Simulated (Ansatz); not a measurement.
**BCl₃H₅NSi: basis-set convergence**

The task here is to estimate one member of a computed series from the others.

Program: Ansatz 0.2.0, Gaussian basis. Level of theory: one geometry, several basis sets. These are calculated values, not measurements.

Levels to be run: PBE0-D4/def2-SVP; ωB97M-V/def2-SVP; PBE0-D4/def2-QZVPP; ωB97M-V/def2-QZVPP; the functionals' def2-TZVPP values are taken from earlier runs.

### Structure used throughout

The geometry comes from an earlier relaxation with PBE0-D4 in a triple-zeta def2 set; it is a stationary point, not always the lowest conformer.

11 atoms, charge 0, spin multiplicity 1.

Atoms are counted from 1 here; the program's logs count them from 0.

Bond lengths: Si1–N2 1.833 Å, Si1–H7 1.469 Å, Si1–H8 1.484 Å, Si1–H9 1.474 Å, N2–B3 1.610 Å, N2–H10 1.019 Å, N2–H11 1.020 Å, B3–Cl4 1.830 Å, B3–Cl5 1.827 Å, B3–Cl6 1.839 Å. Angles: N2–Si1–H7 109.1°, N2–Si1–H8 103.7°, N2–Si1–H9 106.5°, H7–Si1–H8 111.6°, H7–Si1–H9 115.0°, H8–Si1–H9 110.3°, Si1–N2–B3 114.8°, Si1–N2–H10 111.6°, Si1–N2–H11 110.0°, B3–N2–H10 107.0°, B3–N2–H11 106.6°, H10–N2–H11 106.4°, N2–B3–Cl4 106.0°, N2–B3–Cl5 106.4°, N2–B3–Cl6 105.2°, Cl4–B3–Cl5 112.9°, Cl4–B3–Cl6 112.9°, Cl5–B3–Cl6 112.7°.

Set-up of the first run:

The input, in.yaml:

```yaml
crystal:
  periodic: [false, false, false]
  atoms:
    - {symbol: Si, position_ang: [-0.301107, -1.147144, 0.962169]}
    - {symbol: N, position_ang: [0.660317, -0.102939, -0.197120]}
    - {symbol: B, position_ang: [-0.142250, 1.159223, -0.793409]}
    - {symbol: Cl, position_ang: [-1.319149, 0.475680, -2.016365]}
    - {symbol: Cl, position_ang: [1.109023, 2.257455, -1.547006]}
    - {symbol: Cl, position_ang: [-0.980232, 1.924790, 0.653856]}
    - {symbol: H, position_ang: [-1.714637, -1.132019, 0.562370]}
    - {symbol: H, position_ang: [0.297079, -2.495354, 0.800524]}
    - {symbol: H, position_ang: [-0.030466, -0.627480, 2.315095]}
    - {symbol: H, position_ang: [1.002329, -0.641267, -0.991926]}
    - {symbol: H, position_ang: [1.484493, 0.272051, 0.272411]}
basis:
  gaussian: {orbitals: def2-SVP}
hamiltonian: {xc: pbe0, dispersion: d4}
output: {orbitals: {seedname: orbitals}}
```

The run is started by

```
ansatz run in.yaml --threads 4 --pin off --events-out ev --progress --plain --max-ram 11315MiB
```

Steps of the session up to this table: PBE0-D4 in def2-SVP; ωB97M-V in def2-SVP; PBE0-D4 in def2-QZVPP; ωB97M-V in def2-QZVPP.

One of the session's tables, all rows but one given; the rest of the session is left out.

It belongs to the step «Functionals by basis». 

| functional | basis | HOMO (eV) |
| --- | --- | --- |
| PBE0-D4 | def2-SVP | -7.78 |
| PBE0-D4 | def2-TZVPP | -8.05 |
| PBE0-D4 | def2-QZVPP | -8.10 |
| ωB97M-V | def2-SVP | -9.97 |
| ωB97M-V | def2-TZVPP | -10.30 |
| ωB97M-V | def2-QZVPP | ? |

Estimate the missing values for ωB97M-V, def2-QZVPP.

As computed: HOMO (eV): -10.36. In the column «HOMO (eV)» it is the lowest.
